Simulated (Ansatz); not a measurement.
# BClH₆O₂Si₂: basis-set convergence

One table from this session's results is given with a row withheld; the runs are named, their logs left out.

Program: Ansatz 0.2.0, Gaussian basis. Level of theory: one geometry, several basis sets. These are calculated values, not measurements.

Levels to be run: PBE0-D4/def2-SVP; ωB97M-V/def2-SVP; PBE0-D4/def2-QZVPP; ωB97M-V/def2-QZVPP; the functionals' def2-TZVPP values are taken from earlier runs.

## The geometry

The geometry comes from an earlier relaxation with PBE0-D4 in a triple-zeta def2 set; it is a stationary point, not always the lowest conformer.

SMILES `[SiH3]OB(Cl)O[SiH3]`, 12 atoms, charge 0, spin multiplicity 1.

Atoms are counted from 1 here; the program's logs count them from 0.

Bond lengths: Si1–O2 1.659 Å, Si1–H7 1.483 Å, Si1–H8 1.483 Å, Si1–H9 1.480 Å, O2–B3 1.343 Å, B3–Cl4 1.793 Å, B3–O5 1.343 Å, O5–Si6 1.659 Å, Si6–H10 1.483 Å, Si6–H11 1.483 Å, Si6–H12 1.480 Å. Angles: O2–Si1–H7 110.0°, O2–Si1–H8 110.0°, O2–Si1–H9 106.0°, H7–Si1–H8 110.2°, H7–Si1–H9 110.3°, H8–Si1–H9 110.3°, Si1–O2–B3 133.2°, O2–B3–Cl4 119.5°, O2–B3–O5 121.0°, Cl4–B3–O5 119.5°, B3–O5–Si6 133.2°, O5–Si6–H10 110.0°, O5–Si6–H11 110.0°, O5–Si6–H12 106.0°, H10–Si6–H11 110.2°, H10–Si6–H12 110.3°, H11–Si6–H12 110.3°.

The first run:

in.yaml reads:

```yaml
crystal:
  periodic: [false, false, false]
  atoms:
    - {symbol: Si, position_ang: [-2.231613, -1.295745, 0.964322]}
    - {symbol: O, position_ang: [-1.310523, -0.190062, 0.139505]}
    - {symbol: B, position_ang: [0.014035, -0.011993, 0.008633]}
    - {symbol: Cl, position_ang: [1.141879, -1.128142, 0.844140]}
    - {symbol: O, position_ang: [0.506851, 0.989228, -0.738347]}
    - {symbol: Si, position_ang: [2.048297, 1.480656, -1.104032]}
    - {symbol: H, position_ang: [-1.946103, -2.663495, 0.468311]}
    - {symbol: H, position_ang: [-1.947652, -1.208671, 2.416917]}
    - {symbol: H, position_ang: [-3.641459, -0.935515, 0.694231]}
    - {symbol: H, position_ang: [2.768259, 1.855159, 0.136805]}
    - {symbol: H, position_ang: [2.772568, 0.395229, -1.807958]}
    - {symbol: H, position_ang: [1.902561, 2.658353, -1.988427]}
basis:
  gaussian: {orbitals: def2-SVP}
hamiltonian: {xc: pbe0, dispersion: d4}
output: {orbitals: {seedname: orbitals}}
```

The run is started by

```console
$ ansatz run in.yaml --threads 4 --pin off --events-out ev --progress --plain --max-ram 11315MiB
```

Steps of the session up to this table: PBE0-D4 in def2-SVP; ωB97M-V in def2-SVP; PBE0-D4 in def2-QZVPP; ωB97M-V in def2-QZVPP.

One table of the session follows, with a row left open; its other results are not shown here.

It belongs to the step «Functionals by basis». 

```
functional       basis  HOMO (eV)  LUMO (eV)
   PBE0-D4    def2-SVP      -9.03       0.46
   PBE0-D4  def2-TZVPP      -9.17      -0.12
   PBE0-D4  def2-QZVPP      -9.19      -0.27
   ωB97M-V    def2-SVP     -11.34       2.36
   ωB97M-V  def2-TZVPP     -11.46       1.47
   ωB97M-V  def2-QZVPP          ?          ?
```

**Question.** Estimate the row for ωB97M-V, def2-QZVPP.

As computed: HOMO (eV): -11.48; LUMO (eV): 1.14. In the column «HOMO (eV)» it is the lowest.
